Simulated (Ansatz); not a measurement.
**C₂H₁₀GaNOSi: a ladder of functionals and wavefunction methods**

How much do the methods differ for C₂H₁₀GaNOSi? The plan is to run it at one geometry with functionals of several rungs and with coupled cluster, and see how far each lands from CCSD(T) at the basis-set limit for the atomisation energy.

Program: Ansatz 0.2.0, Gaussian basis. Level of theory: functionals in def2-TZVPP, the program's frozen cores in correlated methods. These are calculated values, not measurements.

Levels to be run: LDA (SPW92), PBE-D4, revPBE-D4, BLYP-D4, r2SCAN-D4, B97M-V, PBE0-D4, B3LYP-D4, r2SCANh-D4, r2SCAN0-D4, HSE06-D4, BHLYP-D4, CAM-B3LYP-D4, LC-ωPBE, ωB97X-V, ωB97M-V, B2PLYP, PBE-QIDH; CCSD(T)/def2-SVP; CCSD(T)/def2-TZVPP; MP2/def2-QZVPP; extrapolation to the limit; RPA on PBE.

1 further run of the same task is left out (it didn't finish). Runs told in other sessions of the task aren't counted.

## 1. The relaxed structure

The geometry comes from an earlier relaxation with PBE0-D4 in a triple-zeta def2 set; it is a stationary point, not always the lowest conformer.

SMILES `NC(O)([SiH3])[CH2][GaH2]`, 16 atoms, charge 0, spin multiplicity 1.

Atoms are counted from 1 here; the program's logs count them from 0.

Bond lengths: N1–C2 1.427 Å, N1–H7 1.008 Å, N1–H8 1.012 Å, C2–O3 1.504 Å, C2–Si4 1.904 Å, C2–C5 1.525 Å, O3–H9 0.966 Å, Si4–H10 1.482 Å, Si4–H11 1.488 Å, Si4–H12 1.489 Å, C5–Ga6 2.017 Å, C5–H13 1.090 Å, C5–H14 1.093 Å, Ga6–H15 1.570 Å, Ga6–H16 1.579 Å. Angles: C2–N1–H7 115.2°, C2–N1–H8 113.3°, H7–N1–H8 110.4°, N1–C2–O3 106.6°, N1–C2–Si4 113.1°, N1–C2–C5 114.6°, O3–C2–Si4 106.0°, O3–C2–C5 101.8°, Si4–C2–C5 113.5°, C2–O3–H9 105.6°, C2–Si4–H10 108.6°, C2–Si4–H11 108.5°, C2–Si4–H12 110.7°, H10–Si4–H11 110.1°, H10–Si4–H12 110.2°, H11–Si4–H12 108.8°, C2–C5–Ga6 94.5°, C2–C5–H13 111.4° and more.

## 2. LDA

This LDA is Slater exchange with PW92 correlation.

Contents of in.yaml:

```yaml
crystal:
  periodic: [false, false, false]
  atoms:
    - {symbol: N, position_ang: [-0.395308, -1.589796, 0.187642]}
    - {symbol: C, position_ang: [0.128687, -0.290491, -0.082047]}
    - {symbol: O, position_ang: [0.590387, 0.269586, 1.235391]}
    - {symbol: Si, position_ang: [1.666807, -0.324733, -1.204412]}
    - {symbol: C, position_ang: [-0.913142, 0.737728, -0.508788]}
    - {symbol: Ga, position_ang: [-1.255335, 1.404025, 1.364383]}
    - {symbol: H, position_ang: [-0.080637, -2.316554, -0.435588]}
    - {symbol: H, position_ang: [-1.404017, -1.605665, 0.266294]}
    - {symbol: H, position_ang: [0.734005, -0.495608, 1.807127]}
    - {symbol: H, position_ang: [2.218919, 1.047649, -1.291341]}
    - {symbol: H, position_ang: [1.255391, -0.797389, -2.554188]}
    - {symbol: H, position_ang: [2.692842, -1.257598, -0.661083]}
    - {symbol: H, position_ang: [-1.717123, 0.275949, -1.080990]}
    - {symbol: H, position_ang: [-0.482441, 1.540922, -1.111764]}
    - {symbol: H, position_ang: [-0.865672, 2.871438, 1.762843]}
    - {symbol: H, position_ang: [-2.173363, 0.530517, 2.306521]}
basis:
  gaussian: {orbitals: def2-TZVPP}
hamiltonian: {xc: lda}
output: {orbitals: {seedname: orbitals}}
```

Command:

```bash
$ ansatz run in.yaml --threads 2 --pin off --events-out ev --progress --plain --max-ram 32768MiB --backend cuda --devices 0, --max-vram 18GiB
```

After this run come: PBE-D4 (GGA); revPBE-D4 (GGA); BLYP-D4 (GGA); r2SCAN-D4 (meta-GGA); B97M-V (meta-GGA); PBE0-D4 (hybrid); B3LYP-D4 (hybrid); r2SCANh-D4 (hybrid); r2SCAN0-D4 (hybrid); HSE06-D4 (hybrid); BHLYP-D4 (hybrid); CAM-B3LYP-D4 (range-separated); LC-ωPBE (range-separated); ωB97X-V (range-separated); ωB97M-V (range-separated); B2PLYP (double hybrid); PBE-QIDH (double hybrid); CCSD(T) in def2-SVP; CCSD(T) in def2-TZVPP; MP2 in def2-QZVPP; RPA on PBE orbitals.

**Question.** What will the summary of the whole plan be? Wanted: atomisation energy, CCSD(T)/CBS; farthest beyond LDA; mean size of error, GGA; mean size of error, meta-GGA; mean size of error, hybrid; mean size of error, range-separated; mean size of error, double hybrid; gap, smallest and largest; T1 diagnostic.

The runs gave:

| quantity | value |
| --- | --- |
| atomisation energy, CCSD(T)/CBS | 55.593 eV |
| functionals within 0.556 eV (1.0 %) | BLYP-D4, r2SCAN-D4, B97M-V, PBE0-D4, B3LYP-D4, r2SCANh-D4, HSE06-D4, CAM-B3LYP-D4, LC-ωPBE, ωB97X-V, ωB97M-V |
| farthest beyond LDA | BHLYP-D4 (-1.733 eV) |
| mean size of error, GGA | 0.576 eV |
| mean size of error, meta-GGA | 0.091 eV |
| mean size of error, hybrid | 0.653 eV |
| mean size of error, range-separated | 0.167 eV |
| mean size of error, double hybrid | 0.782 eV |
| gap, smallest and largest | 4.76 eV (LDA (SPW92)), 11.53 eV (LC-ωPBE) |
| T1 diagnostic | 0.0127 |
| triples share of the correlation energy | 3.9 % |

What this shows: LDA overbinds by 8.047 eV (14 %). PBE-D4 is off by +0.562 eV. Double hybrids carry the basis error of their MP2 part in triple zeta, and no dispersion term here, so their miss is partly the set-up's. The rungs meta-GGA, range-separated miss on average by less than the doubt on the reference (0.556 eV), so they tie. Misses under about 0.556 eV are within the doubt on the reference itself, which lacks core-valence correlation, relativity and higher excitations, and its outer-core shells are covered unevenly. Hartree-Fock recovers 71 % of the binding; the rest is correlation. CCSD(T) in def2-SVP is off by -3.215 eV, more than most functionals: a good method in a small basis is no reference. Orbital gaps span 4.8 to 11.5 eV; exact exchange widens them. Correlated methods include outer-core shells of Ga, which these sets cover unevenly.
